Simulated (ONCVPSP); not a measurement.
# Sn: generating and testing an ONCV potential

Aim: build the potential from the settings below, then test how well it stands in for the atom: other configurations, scattering, ghost states and the plane-wave cutoff that it needs.

The numbers are computed with ONCVPSP 4.0.1.1 (patched build) (PBE, scalar-relativistic, spin-unpolarised reference atom).

## 1. Starting point

Typed settings, in words:

| Quantity | Value |
| --- | --- |
| element | tin (Sn, Z = 50) |
| type | optimised norm-conserving Vanderbilt (ONCV) |
| frozen core | [Ar] 3d10 |
| valence charge | 22 |
| reference configuration | 4s2 4p6 4d10 5s2 5p2 |
| partial waves | 4s+5s: rc 1.50 bohr, ncon 4, nbas 8, qcut 7.3 1/bohr, 2 projectors; 4p+5p: rc 1.60 bohr, ncon 5, nbas 8, qcut 7.4 1/bohr, 2 projectors; 4d: rc 0.95 bohr, ncon 3, nbas 6, qcut 8.8 1/bohr, 2 projectors, debl 0.8 Ha; f scattering state at 0.07 Ha: rc 1.40 bohr, ncon 5, nbas 8, qcut 7.5 1/bohr, 1 projector |
| local potential | polynomial inside 0.80 bohr (lpopt 5, dvloc0 -1 Ha) |
| core correction | Teter function fitted to the true core (icmod 2), fcfact 0.5 |

The nodes and maxima of the atom's own shells, from an earlier all-electron run, set the scale for the radii.

All-electron outer shells of the reference configuration (PBE, scalar-relativistic, ld1.x):

```json
{"shell": "3p", "level (eV)": "-698.81", "outermost node (bohr)": "0.14", "outermost maximum (bohr)": "0.30"}
{"shell": "3d", "level (eV)": "-473.43", "outermost node (bohr)": "–", "outermost maximum (bohr)": "0.25"}
{"shell": "4s", "level (eV)": "-133.93", "outermost node (bohr)": "0.40", "outermost maximum (bohr)": "0.74"}
{"shell": "4p", "level (eV)": "-89.70", "outermost node (bohr)": "0.41", "outermost maximum (bohr)": "0.79"}
{"shell": "4d", "level (eV)": "-25.84", "outermost node (bohr)": "0.39", "outermost maximum (bohr)": "0.88"}
{"shell": "5s", "level (eV)": "-10.55", "outermost node (bohr)": "0.98", "outermost maximum (bohr)": "2.01"}
{"shell": "5p", "level (eV)": "-3.69", "outermost node (bohr)": "1.09", "outermost maximum (bohr)": "2.55"}
```

## 2. Generation

Sn.dat reads:

```
# ATOM AND REFERENCE CONFIGURATION
# atsym  z   nc   nv     iexc    psfile
  Sn 50.00    6    5        4      upf
#
#   n    l    f
    1    0    2.00
    2    0    2.00
    2    1    6.00
    3    0    2.00
    3    1    6.00
    3    2   10.00
    4    0    2.00
    4    1    6.00
    4    2   10.00
    5    0    2.00
    5    1    2.00
#
# PSEUDOPOTENTIAL AND OPTIMIZATION
# lmax
    3
#
#   l,   rc,      ep,       ncon, nbas, qcut
    0    1.50    0.00    4    8    7.30
    1    1.60    0.00    5    8    7.40
    2    0.95    0.00    3    6    8.80
    3    1.40    0.07    5    8    7.50
#
# LOCAL POTENTIAL
# lloc, lpopt,  rc(5),   dvloc0
    4    5    0.80   -1.00
#
# VANDERBILT-KLEINMAN-BYLANDER PROJECTORs
# l, nproj, debl
    0    2    3.90
    1    2    2.80
    2    2    0.80
    3    1    3.40
#
# MODEL CORE CHARGE
# icmod, fcfact, rcfact
    2    0.50    0.80
#
# LOG DERIVATIVE ANALYSIS
# epsh1, epsh2, depsh
   -6.00    5.00    0.04
#
# OUTPUT GRID
# rlmax, drl
    6.00    0.01
#
# TEST CONFIGURATIONS
# ncnf
    4
# nvcnf
#   n    l    f
    5
    4    0    2.00
    4    1    6.00
    4    2   10.00
    5    0    2.00
    5    1    1.00
#
    5
    4    0    2.00
    4    1    6.00
    4    2   10.00
    5    0    2.00
    5    1    0.00
#
    5
    4    0    2.00
    4    1    6.00
    4    2   10.00
    5    0    1.00
    5    1    0.00
#
    5
    4    0    2.00
    4    1    6.00
    4    2   10.00
    5    0    0.00
    5    1    0.00
#
```

Command:

```console
$ oncvpsp.x < Sn.dat > Sn.out
```

Before running it: what results should come out? Wanted: cutoffs for 1 and 0.1 mHa per electron, occupied waves; bound ghosts; GHOST(+) flags; largest test error; largest phase difference near zero energy, channels read; rms error of d²Exc/dn², without and with the model core; projector energies reset by the program.

The runs gave:

| quantity | value |
| --- | --- |
| cutoffs for 1 and 0.1 mHa per electron, occupied waves | 55 Ha and 139 Ha |
| bound ghosts | none found |
| GHOST(+) flags | s at 48 eV |
| largest test error (AE − PS) | -14 meV, for 4s2 4p6 4d10 5s1 5p0 (1 test unsolved) |
| largest phase difference near zero energy, channels read | 0.006 rad |
| rms error of d²Exc/dn², without and with the model core | 3.60 and 1.60 mHa |
| projector energies reset by the program | d: -0.950, 0.250 Ha |

The worst unpolarised test, 4s2 4p6 4d10 5s1 5p0, is off by 14 meV on 51.8 eV; by total energies transferability rates as good where solved. Of the tests 1 gave no usable energy difference, which is a warning in itself. It counts as hard, with 55 Ha needed at the looser tolerance. The tighter tolerance needs 139 Ha, and converged work needs a cutoff nearer that. At the looser tolerance the 4d wave is the slowest; 4p needs 23 Ha. No bound ghost shows below the valence levels. Near zero energy the phases of the channels with partial waves agree within 0.006 rad. The program also flags highly localised states, GHOST(+) (s).
